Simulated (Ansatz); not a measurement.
# BClFHO: the cost of one run

Program: Ansatz 0.2.0. Level of theory: RKS r2SCAN-D4/def2-SVP. These are calculated values, not measurements.

### 1 Starting point

Bond lengths: B1–Cl2 1.860 Å, B1–O3 1.410 Å, O3–H4 1.010 Å, B1–F5 1.320 Å. Angles: Cl2–B1–O3 120.0°, Cl2–B1–F5 120.0°, O3–B1–F5 120.0°, B1–O3–H4 109.5°.

Structure file:

```xyz
5

B     0.0000    0.0000    0.0000
Cl    0.0000    0.0000    1.8600
O     1.2211    0.0000   -0.7050
H     1.5209   -0.9519   -0.8599
F    -1.1431    0.0000   -0.6600
```

### 2 Relaxing the start

The input, input.yaml:

```yaml
crystal:
  periodic: [false, false, false]
  atoms:
    - { symbol: B, position_ang: [0.0, 0.0, 0.0] }
    - { symbol: Cl, position_ang: [0.0, 0.0, 1.86] }
    - { symbol: O, position_ang: [1.2211, 0.0, -0.705] }
    - { symbol: H, position_ang: [1.5209, -0.9519, -0.8599] }
    - { symbol: F, position_ang: [-1.1431, 0.0, -0.66] }
basis:
  gaussian: { orbitals: def2-SVP }
hamiltonian:
  xc: r2scan
  dispersion: d4
relax:
  f_tol: 0.02
  max_steps: 40
```

Started as:

```console
$ ansatz run input.yaml --threads 1 --pin off --max-ram 2048MiB --backend cpu --events-out ev --progress --plain --runs-dir out
```

Q: Estimate wall time and peak memory on 1 thread of Arm Neoverse V1, shared host.

About 48 s, with a peak of 0.15 GiB.
